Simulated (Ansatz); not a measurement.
# GeH5S+ (SMILES [SH2+][GeH3]): Born-Oppenheimer dynamics

The task is to watch the atoms for 30 steps of 0.5 fs, started with velocities for 700 K and run with a Langevin thermostat.

Computed with Ansatz 0.2.0, Gaussian basis. Level: r2SCAN-D4/def2-SVP.

### Step 1. Starting geometry

SMILES `[SH2+][GeH3]`, 7 atoms, charge 1, spin multiplicity 1.

Atoms are counted from 1 here; the program's logs count them from 0.

Bond lengths: S1–Ge2 2.374 Å, S1–H3 1.345 Å, S1–H4 1.345 Å, Ge2–H5 1.494 Å, Ge2–H6 1.499 Å, Ge2–H7 1.494 Å. Angles: Ge2–S1–H3 97.1°, Ge2–S1–H4 97.0°, H3–S1–H4 93.3°, S1–Ge2–H5 101.4°, S1–Ge2–H6 102.9°, S1–Ge2–H7 101.5°, H5–Ge2–H6 115.7°, H5–Ge2–H7 116.1°, H6–Ge2–H7 115.8°.

Coordinates:

```xyz
7
GeH5S
S    -0.2394   -1.3876   -0.4021
Ge    0.3953    0.8783   -0.0913
H    -0.0307   -1.7936    0.8633
H    -1.5600   -1.2164   -0.2110
H    -0.1131    1.5015   -1.3500
H    -0.3312    1.2609    1.1629
H     1.8792    0.7569    0.0283
```

### Step 2. Dynamics

md/in.yaml reads:

```yaml
crystal:
  periodic: [false, false, false]
  atoms:
    - {symbol: S, position_ang: [-0.239410, -1.387640, -0.402100]}
    - {symbol: Ge, position_ang: [0.395270, 0.878290, -0.091340]}
    - {symbol: H, position_ang: [-0.030730, -1.793560, 0.863300]}
    - {symbol: H, position_ang: [-1.560000, -1.216410, -0.210960]}
    - {symbol: H, position_ang: [-0.113120, 1.501460, -1.350050]}
    - {symbol: H, position_ang: [-0.331200, 1.260930, 1.162870]}
    - {symbol: H, position_ang: [1.879180, 0.756930, 0.028280]}
basis:
  gaussian: {orbitals: def2-SVP}
total_charge: 1
hamiltonian: {xc: r2scan, dispersion: d4}
md: {n_steps: 30, timestep: 0.5, temperature: 700, ensemble: nvt_langevin, seed: 475, friction: 0.002, initial_velocities: maxwell_boltzmann}
```

Command:

```sh
> ansatz run in.yaml --threads 2 --pin off --events-out ev --progress --plain --max-ram 3481MiB
```

Q: Predict the outcome of this session. Wanted: temperature at the start; mean temperature, second half; lowest and highest potential energy, from the first frame; largest change of potential + kinetic.

The runs gave:

| quantity | value |
| --- | --- |
| length | 30 steps, 15.0 fs |
| temperature at the start | 600 K |
| mean temperature, second half | 331 K |
| lowest and highest potential energy, from the first frame | 0 and 278 meV |
| largest change of potential + kinetic | 35.0 meV |

What this shows: The thermostat trades energy with the molecule, so the sum of potential and kinetic energy isn't conserved: it changes by -4 meV over the run. The mean temperature of the second half is still well below the 700 K set. The instant temperature ranges from 278 to 600 K, as energy passes between motion and strain. No bond breaks or forms, judged by distance. Under Langevin the temperature counts 3N degrees of freedom, more than the drawn velocities fill, so it starts at 600 K, not 700 K.
